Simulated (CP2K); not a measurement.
**PDG run of triplet C8H12O2**

We compute the energy of triplet C8H12O2. 

Program for the calculation: CP2K 2026.2.

1 further run of the same task is left out (set aside as unsound or not needed).

## Step 1: The system as given

The species is C8H12O2 (22 atoms), meant as a triplet with charge 0. SMILES of the parent species: `CC1(C)C(=O)C(C)(C)C1=O`. The shape is that of a GFN2-xTB optimisation. That shape belongs to the parent species and isn't relaxed for this state.

Some bond lengths: C1–C2 1.527 Å, C2–C3 1.526 Å, C2–C4 1.532 Å, C4–O5 1.194 Å, C4–C6 1.532 Å, C6–C7 1.527 Å, C6–C8 1.526 Å, C2–C9 1.532 Å, C6–C9 1.532 Å, C9–O10 1.194 Å, C1–H11 1.088 Å, C1–H12 1.088 Å, C1–H13 1.088 Å, C3–H14 1.088 Å, C3–H15 1.088 Å, C3–H16 1.088 Å. Some angles: C1–C2–C3 111.2°, C1–C2–C4 114.0°, C1–C2–C9 114.0°, C3–C2–C4 114.3°, C3–C2–C9 114.2°, C4–C2–C9 87.3°, C2–C4–O5 133.6°, C2–C4–C6 92.7°, O5–C4–C6 133.6°, C4–C6–C7 114.0°.

## Step 2: A single-point energy at PDG

molecule.xyz reads:

```xyz
22

C      0.798950    -2.034490    -0.830180
C     -0.202440    -1.072920    -0.194530
C     -1.513560    -1.780900     0.136960
C     -0.372920     0.244060    -0.959070
O     -0.792450     0.519750    -2.042310
C      0.202380     1.072830     0.194320
C     -0.800100     2.034620     0.828100
C      1.514290     1.780520    -0.134620
C      0.373400    -0.244350     0.958730
O      0.794660    -0.519970     2.041280
H      0.383830    -2.443960    -1.748410
H      1.015970    -2.847680    -0.141210
H      1.729500    -1.523360    -1.068090
H     -1.954210    -2.183670    -0.772250
H     -2.222920    -1.091360     0.590200
H     -1.326290    -2.593820     0.834870
H     -0.386110     2.447010     1.745190
H     -1.730790     1.523620     1.066400
H     -1.017160     2.846530     0.137650
H      1.327890     2.597890    -0.827590
H      1.956040     2.177220     0.776730
H      2.222030     1.092420    -0.592170
```

qs.inp reads:

```
&FORCE_EVAL
 METHOD QUICKSTEP
 &DFT
  MULTIPLICITY 3
  UKS T
  ! Quickstep
  &QS
   METHOD PDG
   EPS_DEFAULT 1.0E-10
   &SE
    &COULOMB
     CUTOFF [angstrom] 50
     RC_RANGE [angstrom] 0
    &END COULOMB
    &EXCHANGE
     CUTOFF [angstrom] 50
     RC_RANGE [angstrom] 0
    &END EXCHANGE
   &END SE
  &END QS
  ! cluster boundary conditions
  &POISSON
   PERIODIC NONE
   POISSON_SOLVER ANALYTIC
  &END POISSON
  &SCF
   SCF_GUESS ATOMIC
   EPS_SCF 1.0E-06
   MAX_SCF 150
   ADDED_MOS 2
   &DIAGONALIZATION
    ALGORITHM STANDARD
   &END DIAGONALIZATION
   &MIXING
    METHOD DIRECT_P_MIXING
    ALPHA 0.4
   &END MIXING
  &END SCF
  ! extra output
  &PRINT
   &MOMENTS
    PERIODIC F
    REFERENCE COM
    MAX_MOMENT 1
   &END MOMENTS
   &MO ON
    ENERGIES T
    OCCUPATION_NUMBERS T
    NDIGITS 6
    &EACH
     QS_SCF 0
    &END EACH
    ADD_LAST NUMERIC
   &END MO
   &HIRSHFELD OFF
   &END HIRSHFELD
  &END PRINT
 &END DFT
 ! atoms, cell and kinds
 &SUBSYS
  ! box in angstrom
  &CELL
   ABC 20.4 21.7 20.1
   PERIODIC NONE
  &END CELL
  &TOPOLOGY
   COORD_FILE_NAME molecule.xyz
   COORD_FILE_FORMAT XYZ
   &CENTER_COORDINATES
   &END CENTER_COORDINATES
  &END TOPOLOGY
 &END SUBSYS
&END FORCE_EVAL

&GLOBAL
 PROJECT qs
 RUN_TYPE ENERGY
 PRINT_LEVEL MEDIUM
&END GLOBAL
```

Command:

```console
$ OMP_NUM_THREADS=1 cp2k.psmp -i qs.inp > qs.out 2>&1
```

Q: Predict the results. Wanted: total energy; dipole moment; HOMO energy; LUMO energy; heat of formation.

**Answer.** As computed:

At PDG:

| quantity | value |
| --- | --- |
| total energy | -63.93269 Eh |
| dipole moment (of the density that the program reports) | 0.01 D |
| HOMO energy (Hartree–Fock orbitals) (highest over α and β) | -5.57 eV |
| LUMO energy (Hartree–Fock orbitals) (lowest over α and β) | -3.75 eV |
| heat of formation | 25.7 kcal/mol |
